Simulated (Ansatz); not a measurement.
# Ca3Sn3N2: the cost of one run

Method: DFT PBE, scalar-relativistic, plane waves, PAW, unless a step names another level, in Ansatz 0.2.0.

6 further runs of the same task are left out: 6 set aside as unsound or not needed.

**1. The formula and the candidates**

Pauling electronegativities: Ca 1.00, Sn 1.96, N 3.04 (spread 2.04). No set of common oxidation states balances it. Tabulated atomic sizes suggest about 21 Å³/atom. 30 candidates were drawn, by swapping species into database cells of other compounds, at random by space group and Wyckoff sites, or by hand, as the table says:

| name | made from | space group no. | Wyckoff sites | atoms (primitive cell) | V (Å³/atom) |
| --- | --- | --- | --- | --- | --- |
| c01 | random | 221 | Ca 3c; Sn 3d; N 1b, 1a | 8 | 26.1 |
| c02 | random | 139 | Ca 2a, 4c; Sn 4e, 2b; N 4e | 8 | 23.4 |
| c03 | database cell of V3Si2Mo3 | 155 | Ca 9d; Sn 9e; N 6c | 8 | 19.2 |
| c04 | built by hand: ZrNiAl with vacant 1b site | 189 | Ca 3g; Sn 3f; N 2c | 8 | 21.1 |
| c05 | random | 191 | Ca 2e, 1a; Sn 3f; N 2d | 8 | 26.1 |
| c06 | random | 221 | Ca 3d; Sn 3c; N 1b, 1a | 8 | 21.9 |
| c07 | random | 123 | Ca 2e, 1d; Sn 1a, 2h; N 2g | 8 | 26.1 |
| c08 | random | 139 | Ca 4e, 2a; Sn 4d, 2b; N 4c | 8 | 22.6 |
| c09 | random | 65 | Ca 4i, 2c; Sn 4f, 2d; N 2a, 2b | 8 | 23.4 |
| c10 | random | 123 | Ca 2g, 1c; Sn 2e, 1a; N 1d, 1b | 8 | 27.1 |
| c11 | database cell of La2Tl3Pb3 | 47 | Ca 1g, 1b, 1d; Sn 2t, 1e; N 2q | 8 | 20.7 |
| c12 | random | 166 | Ca 9d; Sn 9e; N 3b, 3a | 8 | 24.8 |
| c13 | random | 123 | Ca 1b, 2g; Sn 2e, 1d; N 2f | 8 | 23.9 |
| c14 | random | 164 | Ca 2c, 1a; Sn 3f; N 2d | 8 | 23.0 |
| c15 | random | 191 | Ca 2d, 1a; Sn 3g; N 2c | 8 | 22.9 |
| c16 | random | 191 | Ca 3f; Sn 2c, 1b; N 2d | 8 | 22.4 |
| c17 | random | 187 | Ca 3j; Sn 3k; N 2g | 8 | 21.9 |
| c18 | random | 160 | Ca 9b; Sn 9b; N 3a, 3a | 8 | 25.8 |
| c19 | database cell of Ti3In3Rh2 | 189 | Ca 3g; Sn 3f; N 2c | 8 | 21.3 |
| c20 | built by hand: double antiperovskite-derived cubic 3:3:2 | 221 | Ca 3c; Sn 3d; N 1a, 1b | 8 | 21.1 |
| c21 | random | 191 | Ca 3f; Sn 2d, 1a; N 2c | 8 | 21.9 |
| c22 | random | 65 | Ca 4i, 2a; Sn 4j, 2d; N 4l | 8 | 26.1 |
| c23 | database cell of Ca2Tl3Pb3 | 47 | Ca 1d, 1e, 1g; Sn 2t, 1b; N 2q | 8 | 21.6 |
| c24 | database cell of Y2In3Sn3 | 47 | Ca 2t, 1g; Sn 1e, 1d, 1b; N 2q | 8 | 22.0 |
| c25 | built by hand: Ca3N2 slab with close-packed Sn trilayer | 164 | Ca 1a, 2d; Sn 2d, 1b; N 2d | 8 | 21.1 |
| c26 | built by hand: tetragonal rocksalt Ca-N slab with fcc-like Sn | 123 | Ca 1a, 2h; Sn 2g, 1d; N 2g | 8 | 21.1 |
| c27 | random | 65 | Ca 4f, 2b; Sn 2a, 4l; N 4j | 8 | 26.3 |
| c28 | database cell of Nb3V3Ge2 | 155 | Ca 9e; Sn 9d; N 6c | 8 | 21.4 |
| c29 | random | 187 | Ca 2g, 1e; Sn 1d, 1f, 1c; N 2g | 8 | 24.6 |
| c30 | random | 139 | Ca 2a, 4c; Sn 4e, 2b; N 4d | 8 | 21.1 |

**2. Screening run of c15**

File input.yaml:

```yaml
crystal:
  lattice:
    - [6.82884185, 0.0, 0.0]
    - [-3.41442093, 5.91395052, 0.0]
    - [0.0, 0.0, 4.54032611]
  atoms:
    - { symbol: Ca, position: [0.33333333, 0.66666667, 0.5] }
    - { symbol: Ca, position: [0.66666667, 0.33333333, 0.5] }
    - { symbol: Ca, position: [0.0, 0.0, 0.0] }
    - { symbol: Sn, position: [0.5, 0.0, 0.5] }
    - { symbol: Sn, position: [0.0, 0.5, 0.5] }
    - { symbol: Sn, position: [0.5, 0.5, 0.5] }
    - { symbol: "N", position: [0.33333333, 0.66666667, 0.0] }
    - { symbol: "N", position: [0.66666667, 0.33333333, 0.0] }
basis:
  ecutwfc: 420
kpoints:
  mp_grid: { grid: [3, 3, 4] }
hamiltonian:
  xc: pbe
scf:
  occupations: { method: gaussian, width: 0.2 }
  lower_state_search: "off"
output:
  forces: true
  stress: true
  eigenvalues: true
relax:
  adjacent_minimum: "off"
  f_tol: 0.08
  max_steps: 16
  cell: { stress_tol: 0.8 }
```

Started as:

```console
$ ansatz run input.yaml --threads 1 --pin off --max-ram 2560MiB --backend cpu --events-out ev --progress --plain --runs-dir out
```

**Question.** How long does this run take on 1 thread of Intel Xeon 6975P-C (Granite Rapids), shared host, and how much memory does it need?

About 52 s, with a peak of 0.66 GiB.
